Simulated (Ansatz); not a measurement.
# CH4F2Si (SMILES C[SiH](F)F) at PBE-QIDH/cc-pVDZ

What is the electronic atomisation energy of CH4F2Si at PBE-QIDH/cc-pVDZ? 

The results are computed with Ansatz 0.2.0.

61 further runs of the same task are left out: 1 that didn't finish, 60 set aside as unsound or not needed.

**1. The structure to begin with**

CH4F2Si: 8 atoms, total charge 0, spin state singlet. As SMILES, `C[SiH](F)F`. Geometry: relaxed at PBE0-D4/def2-TZVP.

Bond lengths: C1–Si2 1.840 Å, Si2–F3 1.591 Å, Si2–F4 1.591 Å, C1–H5 1.092 Å, C1–H6 1.093 Å, C1–H7 1.093 Å, Si2–H8 1.477 Å. Some angles: C1–Si2–F3 109.8°, C1–Si2–F4 109.8°, F3–Si2–F4 106.8°, C1–Si2–H8 114.8°, F3–Si2–H8 107.6°, F4–Si2–H8 107.6°, Si2–C1–H5 110.7°, Si2–C1–H6 110.6°, Si2–C1–H7 110.6°, H5–C1–H6 108.3°.

**2. A single-point energy at PBE-QIDH/cc-pVDZ**

Input file molecule.yaml:

```yaml
basis:
  gaussian:
    orbitals: cc-pVDZ
crystal:
  periodic: [false, false, false]
  atoms:
    - {symbol: C, position_ang: [-0.387100, 0.881700, -0.174700]}
    - {symbol: Si, position_ang: [0.329300, -0.775200, 0.180600]}
    - {symbol: F, position_ang: [1.916300, -0.678300, 0.226700]}
    - {symbol: F, position_ang: [-0.035400, -1.783900, -0.994000]}
    - {symbol: H, position_ang: [-0.013400, 1.269000, -1.125400]}
    - {symbol: H, position_ang: [-0.122700, 1.591000, 0.613300]}
    - {symbol: H, position_ang: [-1.476800, 0.824400, -0.231400]}
    - {symbol: H, position_ang: [-0.118100, -1.385700, 1.449000]}
hamiltonian:
  xc: {name: PBE-QIDH}
correlation:
  frozen_orbitals: {C: 1, F: 1, H: 0, Si: 5}
accuracy: high
output:
  orbitals: {seedname: orbitals}
```

On the command line:

```bash
ansatz run molecule.yaml --threads 1 --pin off --max-ram 3480MiB --events-out events.jsonl --progress --plain --runs-dir runs
```

Output:

```text
Warning: RAYON_NUM_THREADS=1 ignored (pool sized by the plan → 1); use --threads N
Functional definition: PBE-QIDH
  name "PBE-QIDH"
  parameter a = 3^(-1/3)
  parameter c = 1/3
  exchange = (1 - a)*pbe_x + a*exact_x
  correlation = (1 - c)*pbe_c + c*(mp2_os + mp2_ss)
1820 factors; integrals over basis functions are off by at most 3.9e-9 eV
mean field evaluation 1: about -14393.3498 eV, gradient 4.0e1 eV
mean field evaluation 2: about -14393.3984 eV, gradient 4.0e1 eV
mean field evaluation 4: about -14396.2917 eV, gradient 2.6e0 eV
mean field evaluation 8: about -14396.3100 eV, gradient 1.7e-2 eV
mean field evaluation 16: about -14396.3100 eV, gradient 1.1e-6 eV
mean field -14396.31001579 eV, -529.0546349109 hartree, gradient 5.5e-8 eV, S^2 0.000000; 0 other end points of the search recorded, 0 dependent functions left out
8 core orbitals not correlated: weight in the atoms' cores, before any rotation towards them, 1.000 or more for the frozen orbitals, at most 0.000 for the correlated occupied ones
reference -14396.31001672 eV, -529.0546349449 hartree; 13, 13 occupied and 59, 59 virtual orbitals, 1820 factors
second order -18.72443384 eV of doubles, -0.00000000 eV of singles
Total energy: -14402.55149466 eV, -529.2840050288 hartree
```

Run time: 9.6 s. Hardware: 1 thread of Arm Neoverse V1, shared host; peak memory 0.25 GiB.

**3. The C atom at the same level**

Input file molecule.yaml:

```yaml
crystal:
  periodic: [false, false, false]
  atoms:
    - symbol: C
      position_ang: [0.000000, 0.000000, 0.000000]
basis:
  gaussian:
    orbitals: cc-pVDZ
magnetization:
  spin_polarized: true
  initial_magnetization: 2
hamiltonian:
  xc: {name: PBE-QIDH}
correlation:
  frozen_orbitals: {C: 1}
accuracy: high
```

Run the same way, it converges to -37.78950 Eh (log not shown).

**4. The F atom**

Input file job.yaml:

```yaml
crystal:
  periodic: [false, false, false]
  atoms:
    - {symbol: F, position_ang: [0.000000, 0.000000, 0.000000]}
basis:
  gaussian:
    orbitals: cc-pVDZ
magnetization:
  spin_polarized: true
  initial_magnetization: 1
hamiltonian:
  xc: {name: PBE-QIDH}
correlation:
  frozen_orbitals: {F: 1}
accuracy: high
```

Run the same way, it converges to -99.60840 Eh (log not shown).

**5. The H atom**

Input file run.yaml:

```yaml
crystal:
  periodic: [false, false, false]
  atoms:
    - {symbol: H, position_ang: [0.000000, 0.000000, 0.000000]}
basis:
  gaussian:
    orbitals: cc-pVDZ
magnetization:
  spin_polarized: true
  initial_magnetization: 1
hamiltonian:
  xc: {name: PBE-QIDH}
correlation:
  frozen_orbitals: {H: 0}
accuracy: high
```

On the command line:

```bash
ansatz run run.yaml --threads 1 --pin off --max-ram 3480MiB --events-out events.jsonl --progress --plain --runs-dir runs
```

Output (excerpt; [...] marks lines left out):

```text
Warning: RAYON_NUM_THREADS=1 ignored (pool sized by the plan → 1); use --threads N
[... 6 set-up lines as earlier in the session ...]
15 factors; integrals over basis functions are off by at most 4.6e-8 eV
mean field evaluation 1: about -13.6204 eV, gradient 1.2e0 eV
mean field evaluation 2: about -13.6204 eV, gradient 1.2e0 eV
mean field evaluation 4: about -13.6394 eV, gradient 2.8e-4 eV
mean field evaluation 8: about -13.6394 eV, gradient 1.6e-9 eV
mean field -13.63943543 eV, -0.5012400069 hartree, gradient 2.1e-9 eV, S^2 0.750000; 0 other end points of the search recorded, 0 dependent functions left out
reference -13.63943598 eV, -0.5012400272 hartree; 1, 0 occupied and 4, 5 virtual orbitals, 15 factors
second order 0.00000000 eV of doubles, -0.00000000 eV of singles
Total energy: -13.63943598 eV, -0.5012400272 hartree
```

Wall time 0.14 s (1 thread of Arm Neoverse V1, shared host).

**6. The Si atom**

Input file run.yaml:

```yaml
crystal:
  periodic: [false, false, false]
  atoms:
    - {symbol: Si, position_ang: [0.000000, 0.000000, 0.000000]}
basis:
  gaussian: {orbitals: cc-pVDZ}
magnetization: {spin_polarized: true, initial_magnetization: 2}
hamiltonian: {xc: {name: PBE-QIDH}}
correlation: {frozen_orbitals: {Si: 5}}
accuracy: high
```

Run the same way, it converges to -289.15460 Eh (log not shown).

**7. Outcome**

Level: PBE-QIDH/cc-pVDZ, 8 core orbitals frozen.

```
                                     quantity          value
                       molecule: total energy  -529.28401 Eh
  molecule: HOMO energy (SCF part's orbitals)      -11.66 eV
  molecule: LUMO energy (SCF part's orbitals)        3.50 eV
molecule: HOMO–LUMO gap (SCF part's orbitals)       15.16 eV
                         C atom: total energy   -37.78950 Eh
                                 C atom: ⟨S²⟩          2.004
                         F atom: total energy   -99.60840 Eh
                                 F atom: ⟨S²⟩          0.751
                         H atom: total energy    -0.50124 Eh
                                 H atom: ⟨S²⟩          0.750
                        Si atom: total energy  -289.15460 Eh
                                Si atom: ⟨S²⟩          2.007
                electronic atomisation energy      30.426 eV
```

In words: Taking the molecule apart into free atoms costs 30.43 eV (2936 kJ/mol), before zero-point energy and without spin-orbit coupling.
